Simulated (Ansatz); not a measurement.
Crystal: Hf2Pd2Se2Br2O3.

```xyz
11
Lattice="5.7607 0.0050 -0.0029 -0.5275 5.8466 0.0341 -1.4844 -0.9264 6.6459" Properties=species:S:1:pos:R:3 pbc="T T T"
Hf    3.5658    1.9949    2.3367
Hf    0.5362    2.1009    3.9624
Pd    3.9042   -0.0043    5.6409
Pd    0.4456    4.9498    2.4142
Se    2.0523    1.4944    6.2402
Se    2.4066    4.0824    3.5487
Br    4.1617    5.6554    1.0519
Br   -0.4152    4.0015    5.7576
O     4.5038    1.1491    3.9299
O     1.7546    1.0574    2.7229
O    -0.4225    3.0696    2.4575
```

The cell was built by a generator and needn't be a form met in nature.

```yaml
Program: Ansatz 0.2.0
Task: relaxation of cell and atoms
Functional: PBE
Dispersion: D4
Potentials_or_basis: all-electron PAW datasets made for the crystal
k_mesh: 3 × 3 × 2
Occupations: fermi-dirac, width 0.05 eV
Spin: no spin polarisation
```

At the start: volume 20.36 Å³/atom.

How do energy, volume and symmetry change on relaxing?

Over 8 steps the energy falls by 3.3 meV/atom and the volume is 19.85 Å³/atom (-2.5 %); space group P1 (No. 1, to 0.05 Å).

The path:
```
step  energy change (eV)  largest force (eV/Å)  volume (Å³)
   1              0.0000                0.1029       224.01
   2             -0.0280                0.1353       220.34
   3             -0.0340                0.0900       218.65
   4             -0.0353                0.1240       218.37
   5             -0.0361                0.0531       218.36
   6             -0.0363                0.0319       218.36
   7             -0.0364                0.0219       218.35
   8             -0.0363                0.0219       218.35
```

Final structure:
```xyz
11
Lattice="5.7182 0.0027 -0.0168 -0.5259 5.8116 0.0179 -1.4891 -0.9397 6.5719" Properties=species:S:1:pos:R:3 pbc="T T T"
Hf    3.5275    1.9665    2.2812
Hf    0.5309    2.0903    3.9052
Pd    3.8777   -0.0131    5.5990
Pd    0.4213    4.9123    2.3643
Se    2.0105    1.4716    6.1530
Se    2.3941    4.0590    3.4693
Br    4.0942    5.5846    1.0127
Br   -0.3988    3.9572    5.7157
O     4.4676    1.1362    3.8774
O     1.7247    1.0381    2.6619
O    -0.4306    3.0451    2.3987
```

Caveat: the k mesh is coarse (spacing up to 0.47 Å⁻¹), so the values aren't converged.
